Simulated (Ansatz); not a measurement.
# Ga3BAs4: the cost of one run

Code: Ansatz 0.2.0. PAW datasets, plane waves. The structure was generated, not taken from experiment, and needn't be the ground state; spin polarisation is off.

### 1 Starting point

The cell was relaxed beforehand with r2SCAN.

The symmetry is Pmm2 (No. 25, orthorhombic); a = 3.836 Å, b = 7.707 Å, c = 5.478 Å in the conventional setting, 20.24 Å³ an atom. B has 4 As at 2.10–2.23 Å; As has 2 B at 2.23 Å and 2 Ga at 2.43 Å; Ga has 4 As at 2.41–2.43 Å; As has 1 B at 2.10 Å and 3 Ga at 2.42–2.49 Å; Ga has 4 As at 2.41–2.49 Å.

Structure file:

```cif
data_structure
_symmetry_space_group_name_H-M 'P 1'
_symmetry_Int_Tables_number 1
_cell_length_a 3.8361
_cell_length_b 7.7065
_cell_length_c 5.4778
_cell_angle_alpha 90.000
_cell_angle_beta 90.000
_cell_angle_gamma 90.000
_cell_volume 161.94
loop_
_atom_site_label
_atom_site_type_symbol
_atom_site_fract_x
_atom_site_fract_y
_atom_site_fract_z
_atom_site_occupancy
B1 B 0.00000 0.00000 0.98910 1
As1 As 0.50000 0.00000 0.19782 1
Ga1 Ga 0.50000 0.23199 0.49922 1
As2 As 0.00000 0.22373 0.76920 1
Ga2 Ga 0.00000 0.50000 0.00472 1
As3 As 0.50000 0.50000 0.27151 1
Ga3 Ga 0.50000 0.76801 0.49922 1
As4 As 0.00000 0.77627 0.76920 1
```

### 2 PBE bands along the symmetry lines

input.yaml reads:

```yaml
crystal:
  lattice:
    - [3.8360831369, 0.0, 0.0]
    - [0.0, 7.7065298898, 0.0]
    - [0.0, 0.0, 5.4778498202]
  atoms:
    - { symbol: B, position: [0.0, 0.0, -0.0108992603] }
    - { symbol: As, position: [0.5, 0.0, 0.1978219367] }
    - { symbol: Ga, position: [0.5, 0.2319916349, 0.4992217355] }
    - { symbol: As, position: [0.0, 0.2237292169, 0.7692049657] }
    - { symbol: Ga, position: [0.0, 0.5, 0.0047181639] }
    - { symbol: As, position: [0.5, 0.5, 0.2715057577] }
    - { symbol: Ga, position: [0.5, 0.7680083651, 0.4992217355] }
    - { symbol: As, position: [0.0, 0.7762707831, 0.7692049657] }
kpoints:
  mp_grid: { grid: [6, 4, 6] }
  band_path:
    path:
      - [[0.0, 0.0, 0.0], [0.5, 0.0, 0.0], [0.5, 0.5, 0.0], [0.0, 0.5, 0.0], [0.0, 0.0, 0.0], [0.0, 0.0, 0.5], [0.5, 0.0, 0.5], [0.5, 0.5, 0.5], [0.0, 0.5, 0.5], [0.0, 0.0, 0.5]]
      - [[0.5, 0.0, 0.0], [0.5, 0.0, 0.5]]
      - [[0.0, 0.5, 0.0], [0.0, 0.5, 0.5]]
      - [[0.5, 0.5, 0.0], [0.5, 0.5, 0.5]]
    npoints: 10
hamiltonian:
  xc: pbe
scf:
  occupations: { method: fermi_dirac, width: 0.02 }
  n_extra_bands: 6
output:
  forces: true
  stress: true
  eigenvalues: true
```

Launch:

```console
$ ansatz run input.yaml --threads 4 --pin off --max-ram 6451MiB --backend cpu --events-out ev --progress --plain --runs-dir out
```

**Question.** How long does this run take on 4 threads of Arm Neoverse V2, shared host, and how much memory does it need?

About 25 s, with a peak of 0.9 GiB.
